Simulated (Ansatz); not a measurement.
# CoSi: the cost of one run

Method: def2-TZVPP, core rule «outside noble gas», up to 14 orbitals frozen; program: Ansatz 0.2.0, Gaussian basis.

To be run: UHF; CCSD(T) on ROHF; CCSD(T) on UHF; CCSDT(Q) on ROHF; CCSDT(Q) on UHF; CASSCF and NEVPT2, 12 electrons in 10 orbitals.

3 further runs of the same task are left out: 3 set aside as unsound or not needed.

**1. The system**

The geometry is a PBE0/def2-TZVP stationary point (not a proven minimum).

2 atoms, charge 1, spin multiplicity 5.

Atoms are counted from 1 here; the program's logs count them from 0.

Bond lengths: Co1–Si2 2.358 Å.

**2. UHF**

Contents of in.yaml:

```yaml
crystal:
  periodic: [false, false, false]
  atoms:
    - {symbol: Co, position_ang: [0.000000, 0.000000, 0.000000]}
    - {symbol: Si, position_ang: [0.000000, 0.000000, 2.357600]}
basis:
  gaussian: {orbitals: def2-TZVPP}
total_charge: 1
magnetization: {spin_polarized: true, initial_magnetization: 4}
hamiltonian: {xc: hf}
output: {orbitals: {seedname: orbitals}}
```

On the command line:

```bash
$ ansatz run in.yaml --threads 1 --pin off --events-out ev --progress --plain --max-ram 4096MiB --backend cpu
```

Q: Estimate wall time and peak memory on 1 thread of AMD EPYC 7R13, shared host.

About 55 s, with a peak of 0.34 GiB.
